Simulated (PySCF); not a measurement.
**Towards the basis-set limit for SiAs**

An exercise on one series of results from a longer session: the logs are not shown, and one member is left open.

Method: CCSD(T) on ROHF, scalar-relativistic core potentials; program: PySCF 2.14.0.

Set-up of the first run:

- molecule: SiAs
- state: doublet, unpaired electrons π ↑
- smaller basis: Si aug-cc-pV(D+d)Z, As cc-pwCVDZ-PP with ECP10
- larger basis: Si aug-cc-pV(T+d)Z, As cc-pwCVTZ-PP with ECP10
- frozen core orbitals: 9
- extrapolation: correlation as n⁻³ (n = 2, 3), Hartree–Fock as (n+1)·exp(−9√n)
- corrections: none
- distances (Å): 1.9209, 2.0082, 2.0955, 2.1828, 2.2701, 2.3793, 2.4884
- masses (u): 27.9769, 74.9216
- dissociation limit: Si + As

The run is started by

```console
OMP_NUM_THREADS=4 python comp.py task.json out
```

One table of the session follows, with a row left open; its other results are not shown here.

Parts of the energy along the bond, in eV from Si + As:

| R (Å) | HF/CBS | CCSD corr. | (T) |
| --- | --- | --- | --- |
| 1.9209 | -0.399 | -1.765 | -0.2218 |
| 2.0082 | -0.910 | -1.771 | -0.2418 |
| 2.0955 | -1.133 | -1.789 | -0.2653 |
| 2.1828 | -1.147 | -1.818 | -0.2921 |
| 2.2701 | -1.014 | -1.856 | -0.3219 |
| 2.3793 | ? | ? | ? |
| 2.4884 | -0.308 | -1.982 | -0.4056 |

Q: Estimate the row for R (Å) = 2.3793 from the others.

Worked estimate for «HF/CBS». A straight line through the neighbours (2.2701, -1.014) and (2.4884, -0.308) gives -1.014 + (-0.308 + 1.014) × (2.3793 − 2.2701) / (2.4884 − 2.2701) = -0.661; a parabola fitted to 3 rows on both sides gives -0.728.

The run gave: HF/CBS: -0.709; CCSD corr.: -1.914; (T): -0.3626. In «HF/CBS» the line misses by +0.048 and the parabola by -0.019.

To keep in mind: An extrapolation from double and triple zeta is rough, so this isn't yet the limit.
